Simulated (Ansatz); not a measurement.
# In3Bi (ReO3 type): how the settings move a single-point run

Aim: see which settings change the result for In3Bi (ReO3 type), by how much, and at what cost.

Computed with Ansatz 0.2.0 (reference: DFT, PBEsol, all-electron PAW with datasets made for the crystal, scalar-relativistic, unless a step's input says otherwise).

## Step 1: The structure to begin with

The structure is cubic, space group Pm-3m (No. 221). Conventional cell: a = 6.053 Å, b = 6.053 Å, c = 6.053 Å, α = 90.00°, β = 90.00°, γ = 90.00°. Bi (site symmetry m-3m) has 6 In at 3.03 Å as nearest neighbours. Around In (site symmetry 4/mmm) lie 2 Bi at 3.03 Å.

Structure file:

```cif
data_structure
_symmetry_space_group_name_H-M 'Pm-3m'
_symmetry_Int_Tables_number 221
_cell_length_a 6.0525
_cell_length_b 6.0525
_cell_length_c 6.0525
_cell_angle_alpha 90.000
_cell_angle_beta 90.000
_cell_angle_gamma 90.000
_cell_volume 221.72
loop_
_atom_site_label
_atom_site_type_symbol
_atom_site_symmetry_multiplicity
_atom_site_Wyckoff_symbol
_atom_site_fract_x
_atom_site_fract_y
_atom_site_fract_z
_atom_site_occupancy
Bi1 Bi 1 a 0.00000 0.00000 0.00000 1
In1 In 3 d 0.50000 0.00000 0.00000 1
```

## Step 2: Baseline

Input file input.yaml:

```yaml
crystal:
  lattice:
    - [6.0525189373, 0.0, 0.0]
    - [0.0, 6.0525189373, 0.0]
    - [0.0, 0.0, 6.0525189373]
  atoms:
    - { symbol: Bi, position: [0.0, 0.0, 0.0] }
    - { symbol: In, position: [0.5, 0.0, 0.0] }
    - { symbol: In, position: [0.0, 0.5, 0.0] }
    - { symbol: In, position: [0.0, 0.0, 0.5] }
kpoints:
  mp_grid: { grid: [7, 7, 7] }
  band_path:
    path:
      - [0.0, 0.0, 0.0]
      - [0.0, 0.5, 0.0]
      - [0.5, 0.5, 0.0]
      - [0.0, 0.0, 0.0]
      - [0.5, 0.5, 0.5]
      - [0.0, 0.5, 0.0]
      - [0.5, 0.5, 0.5]
      - [0.5, 0.5, 0.0]
    npoints: 8
scf:
  occupations: { method: fermi_dirac, width: 0.05 }
hamiltonian:
  xc: pbesol
  pseudopotentials: { kind: all_electron, datasets: crystal }
output:
  forces: true
  stress: true
  eigenvalues: true
  efg: { contact_densities: true }
```

Run with:

```console
$ ansatz run input.yaml --threads 1 --pin off --max-ram 3072MiB --backend cpu --events-out ev --progress --plain --runs-dir out
```

From the output:

```text
[...]
Basis set: ecut = 240 eV, 1863 PW (Γ), exchange–correlation on 64×64×64 points (8 copies of the dense FFT grid, shifted against one another)
[...]
k-points: 20 of 343
[...]
SCF iter   1: F=—  HF=-1065469.461911 eV  |F-HF|=—  |Δ(HF+E_count)|=         —  Δρ=1.11e-2  dr2=7.66e-1  ethr=1.44e-3  ⟨swp⟩=3.6  Hψ=3178  notcnv=0
preconditioner: auto → LDOS  [metal: Δε(μ)=0.079 eV  Ē_g=12.935 eV  σ=0.050 eV  W_gap=0.36  n_scr=32 (ndim 8)  ℏωp=16.5 eV  f_vac=0.244  D(μ)=2.35/eV (n_scr^D=6)  β→1.0]
[...]
SCF iter   2: F=—  HF=-1065469.187720 eV  |F-HF|=—  |Δ(HF+E_count)|=   2.74e-1  Δρ=4.34e-3  dr2=7.19e-2  ethr=1.28e-4  ⟨swp⟩=2.3  Hψ=2994  notcnv=0  defer=7
[...]
SCF iter   8: F=—  HF=-1065469.172994 eV  |F-HF|=—  |Δ(HF+E_count)|=   1.09e-6  Δρ=4.66e-6  dr2=1.01e-7  ethr=2.20e-9  ⟨swp⟩=3.7  Hψ=1483  notcnv=0  defer=1
SCF iter   9: F=-1065469.172994 eV  HF=-1065469.172994 eV  |F-HF|=3.73e-9  |Δ(HF+E_count)|=   9.01e-8  Δρ=9.06e-7  dr2=3.41e-9  ethr=1.87e-10  ⟨swp⟩=4.1  Hψ=1498  notcnv=0
[...]
SCF converged after 9 iterations
Free energy (F): -1065469.172996 eV
[...]
E sigma→0 (E₀):  -1065469.163085 eV
[...]
Fermi energy:    5.270282 eV
[...]
  P = ⅓ Tr σ = 0.0055 GPa (0.055 kbar)
[...]
```

Run time: 43 s. Hardware: 1 thread of Intel Xeon Platinum 8175M at 2.50GHz (Skylake/Cascade Lake), shared host; peak memory 0.82 GiB.

## Step 3: Changing settings: occupations.method methfessel_paxton, occupations.width 0.01, mixing.algorithm msr1, mixing.beta 0.05, xc_grid 2

Edit input.yaml of step 2 so:

```diff
@@ -24,3 +24,4 @@
 scf:
-  occupations: { method: fermi_dirac, width: 0.05 }
+  occupations: { method: methfessel_paxton, width: 0.01 }
+  mixing: { algorithm: msr1, beta: 0.05 }
 hamiltonian:
@@ -33 +34,3 @@
   efg: { contact_densities: true }
+basis:
+  xc_grid: 2
```

Run with:

```console
$ ansatz run input.yaml --threads 1 --pin off --max-ram 3072MiB --backend cpu --events-out ev --progress --plain --runs-dir out
```

Output, cut to the lines that bear on the results:

```text
[...]
In, Bi: output.efg is read without spin–orbit coupling, which moves field gradients at and beside such atoms by some per cent and up to a factor of two; PAW files take it under magnetization.noncollinear and magnetization.spin_orbit
[...]
Pseudopotentials: kind: all_electron
Pseudopotential: Bi, paw, valence charge 15, recommended cutoff 240 eV (normal), Koelling and Harmon's equation, gaussian nucleus
Pseudopotential: In, paw, valence charge 13, recommended cutoff 240 eV (normal), Koelling and Harmon's equation, gaussian nucleus
Functional definition: PBEsol
[...]
Crystal: 4 atoms, lattice volume = 221.722 Å³
Basis set: ecut = 240 eV, 1863 PW (Γ), exchange–correlation on 64×64×64 points (8 copies of the dense FFT grid, shifted against one another)
Bands: 33, of which v1, the nominal top of the filled ones, is band 27 counted from 1 (26 counted from 0)
Symmetry: 48 space group operations
Space group: Pm-3m (ITA 221), of the structure as read, at distance tolerance 6.1e-5 Å
k-points: 20 of 343
[...]
SCF iter   1: F=—  HF=-1065469.452750 eV  |F-HF|=—  |Δ(HF+E_count)|=         —  Δρ=1.11e-2  dr2=7.66e-1  ethr=1.44e-3  ⟨swp⟩=3.6  Hψ=3184  notcnv=0
[...]
SCF iter  10: F=-1065469.162919 eV  HF=-1065469.162919 eV  |F-HF|=1.35e-8  |Δ(HF+E_count)|=   3.45e-7  S|Δr|=    0.00e0  Δρ=1.36e-6  dr2=7.36e-9  ethr=3.04e-10  ⟨swp⟩=4.3  Hψ=1679  notcnv=0
[...]
NSCF: frozen V_eff on 57 k-points
SCF converged after 10 iterations
[...]
Past the cutoffs: a stress includes 0.0016 GPa for waves and charges beyond them, in addition to the slope of what the spheres take
In the spheres:  the bands' charges fall short by 2.7e-6 e at most (sound up to 1e-3)
Fermi energy:    5.283003 eV
[...]
  The terms above E_closure are by the made datasets' own strengths, without shells solved beside the bands.
--- Forces (eV/Å), atoms counted from 1 ---
  atom   1  Bi    -0.00000000     0.00000000    -0.00000000
  atom   2  In     0.00000000    -0.00000000     0.00000000
  atom   3  In     0.00000000     0.00000000    -0.00000000
  atom   4  In     0.00000000     0.00000000     0.00000000
[...]
--- Stress (GPa, compression-positive) ---
       -0.011900      -0.000000      -0.000000
       -0.000000      -0.011900       0.000000
       -0.000000       0.000000      -0.011900
  P = ⅓ Tr σ = -0.0119 GPa (-0.119 kbar)
--- PAW observables at the nuclei: V_zz in 10²¹ V/m², potentials from the cell's mean, atoms counted from 1 ---
  atom   1  Bi V_zz =    +0.000000   η = 0.0000   by run symmetry: forbidden
            electrostatic potential = -17819.374369 V   contact ρ = 17871046.175238 e/Å³
  atom   2  In V_zz =   -21.406952   η = -0.0000   by run symmetry: allowed
            electrostatic potential = -7929.729169 V   contact ρ = 1131388.910670 e/Å³
  atom   3  In V_zz =   -21.406952   η = 0.0000   by run symmetry: allowed
            electrostatic potential = -7929.729169 V   contact ρ = 1131388.910668 e/Å³
  atom   4  In V_zz =   -21.406952   η = 0.0000   by run symmetry: allowed
            electrostatic potential = -7929.729168 V   contact ρ = 1131388.910658 e/Å³
--- Band table (eV; the first three rows and the last of 20) ---
[...]
```

Run time: 42 s. Hardware: 1 thread of Intel Xeon Platinum 8175M at 2.50GHz (Skylake/Cascade Lake), shared host; peak memory 0.82 GiB.

Changing the smearing and mixing hardly moves the energy: 0.0 meV/atom. Cost: 10 SCF cycles against 9.

## Step 4: All runs together

| run | ending | energy change | pressure (GPa) | gap (eV) | force (eV/Å) | cycles | time |
| --- | --- | --- | --- | --- | --- | --- | --- |
| reference | converged | 0 | 0.0 | 0.00 | 0.00 | 9 | 43 s |
| 1: occupations.method methfessel_paxton, occupations.width 0.01, mixing.algorithm msr1, mixing.beta 0.05, xc_grid 2 | converged | 0.0 meV/atom (σ→0) | 0.0 | 0.00 | 0.00 | 10 | 42 s |

Residual by cycle in the longest SCF loop of each run; runs are numbered as in the table. The quantity is the density residual dr2, in eV.

```csv
cycle,reference,run 1
1,0.766,0.766
2,0.0719,0.706
3,0.00612,0.0148
4,5.7e-4,0.0028
5,6.8e-5,7.6e-4
6,1.5e-5,1.8e-4
7,1.2e-6,1.2e-5
8,1.0e-7,1.3e-6
9,3.4e-9,1.6e-7
10,-,7.4e-9
```

Changing the smearing and mixing leaves the energy as it was (0.0 meV/atom). Cost: 10 SCF cycles against 9.
